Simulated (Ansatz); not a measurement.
**LaSb: a relaxation**

Aim: a sound relaxation of LaSb. The structure is shown as the input types it.

Program: Ansatz 0.2.0. Level of theory: DFT, PBEsol, all-electron LAPW, scalar-relativistic. These are calculated values, not measurements.

## (1) The structure to begin with

It takes space group Fm-3m (No. 225, cubic). The conventional cell has a = 6.490 Å, b = 6.490 Å, c = 6.490 Å, α = 90.00°, β = 90.00°, γ = 90.00°. La (site symmetry m-3m) is surrounded by 6 Sb at 3.25 Å. Around Sb (site symmetry m-3m) lie 6 La at 3.25 Å.

As a file:

```
CELL_PARAMETERS angstrom
0.00000 3.24500 3.24500
3.24500 0.00000 3.24500
3.24500 3.24500 0.00000
ATOMIC_POSITIONS crystal
La 0.00000 0.00000 0.00000
Sb 0.50000 0.50000 0.50000
```

## (2) The run

input.yaml

```yaml
crystal:
  lattice:
    - [0.0, 3.245, 3.245]
    - [3.245, 0.0, 3.245]
    - [3.245, 3.245, 0.0]
  atoms:
    - { symbol: La, position: [0.0, 0.0, 0.0] }
    - { symbol: Sb, position: [0.5, 0.5, 0.5] }
kpoints:
  mp_grid: { grid: [9, 9, 9] }
scf:
  occupations: { method: fixed }
  max_iter: 100
hamiltonian:
  xc: pbesol
  pseudopotentials: { kind: all_electron, lapw: { basis_error: 0.001 } }
output:
  forces: true
  stress: true
relax:
  f_tol: 0.005
  max_steps: 80
  cell: {}
```

On the command line:

```console
$ ansatz run input.yaml --threads 1 --pin off --max-ram 2048MiB --backend cpu --events-out ev --progress --plain --runs-dir out
```

What happens when this is run?

The run converged and reported no error, with warnings (band overlap at count, metallic iterate, unresolved pair at count). Its log warns: «a fill by count may have filled part of one level: at k-index 23 the highest filled band, 12.298991 eV, and the lowest empty band, 12.298991 eV ...»

In the input, scf.occupations.method is fixed; scf.occupations.width is missing. The risk: fixed occupations where they can't hold. It still converged here, which does not make the setting sound.

The test: set scf.occupations.method to fermi_dirac and scf.occupations.width to 0.05.
